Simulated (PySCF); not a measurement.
# TeP⁺: the SCF solver's settings

Do solver options change the result for TeP⁺, or only the number of cycles?

The runs use PySCF 2.14.0; method and basis as typed in the scripts.

1 further run of the same task is left out (it didn't finish).

## 1. Where the work starts

TeP⁺: 2 atoms, charge 1, spin multiplicity 1.

Bond lengths: Te1–P2 2.485 Å.

## 2. The run that the others are compared with

The input, input.py:

```python
from pyscf import gto, dft

mol = gto.M(
    atom='Te 0 0 0; P 0 0 2.485',
    basis='lanl2dz',
    ecp={'Te': 'lanl2dz', 'P': 'lanl2dz'},
    charge=1,
    spin=0,
    verbose=4,
)
mf = dft.RKS(mol, xc='bp86')
mf.kernel()
g = mf.nuc_grad_method()
g.grid_response = True
g.kernel()
mf.dip_moment()
print('orbital energies (hartree):', mf.mo_energy[..., max(0, mol.nelec[1]-3):mol.nelec[0]+3].round(4))
```

Launch:

```sh
OMP_NUM_THREADS=1 python input.py
```

The log of this run is left out.

Base result: E(SCF) = -14.274728 Eh, 14 cycles, gradient on the second atom 0.0498 Eh/bohr.

The bond length is a typed value, not an optimised one. The dipole of an ion depends on the origin.

## 3. Smearing width 0.001 hartree

Variant 1 changes smearing width: none → 0.001 hartree; step after the SCF: gradient → none.

The input, input.py:

```python
from pyscf import gto, dft, scf

mol = gto.M(
    atom='Te 0 0 0; P 0 0 2.485',
    basis='lanl2dz',
    ecp={'Te': 'lanl2dz', 'P': 'lanl2dz'},
    charge=1,
    spin=0,
    verbose=4,
)
mf = dft.RKS(mol, xc='bp86')
mf = scf.addons.smearing_(mf, sigma=0.001, method='fermi')
mf.kernel()
mf.dip_moment()
print('orbital energies (hartree):', mf.mo_energy[..., max(0, mol.nelec[1]-3):mol.nelec[0]+3].round(4))
```

Launch:

```sh
OMP_NUM_THREADS=1 python input.py
```

## 4. Initial guess mod_huckel

Variant 2 changes initial guess: minao → mod_huckel.

input.py: that of step 2 with these lines changed.

```diff
@@ -11,2 +11,3 @@
 mf = dft.RKS(mol, xc='bp86')
+mf.init_guess = 'mod_huckel'
 mf.kernel()
```

## 5. Second-order solver on

Variant 3 changes second-order solver: off → on.

input.py: that of step 2 with these lines changed.

```diff
@@ -11,2 +11,3 @@
 mf = dft.RKS(mol, xc='bp86')
+mf = mf.newton()
 mf.kernel()
```

What does the calculation give? Wanted: for each run, E(SCF); from base; gap.

As calculated:

```csv
run,E(SCF) (hartree),from base (eV),cycles,gap (eV)
base,-14.274728,0,14,2.08
smearing width 0.001 hartree,-14.274728,0.0000,14,n/a
initial guess mod_huckel,-14.274728,0.0000,14,2.08
second-order solver on,-14.274728,0.0000,4 macro,2.08
```

Distance from each run's final energy (log10 hartree) by cycle:

```csv
run,cycle 1,cycle 2,cycle 3,cycle 5,cycle 8,cycle 12
base,-0.5,0.4,-0.2,-0.3,-0.8,-7.9
smearing width 0.001 hartree,-0.5,0.4,-0.2,-0.3,-0.8,-7.9
initial guess mod_huckel,0.4,0.7,0.2,-0.4,-3.1,-7.5
second-order solver on,-1.9,-6.9,< -11,done,done,done
```

**Reading.** No change of the SCF energy comes from smearing width 0.001 hartree or initial guess mod_huckel or second-order solver on. With smearing width 0.001 hartree, initial guess mod_huckel the path hardly changes: 14 cycles against 14.
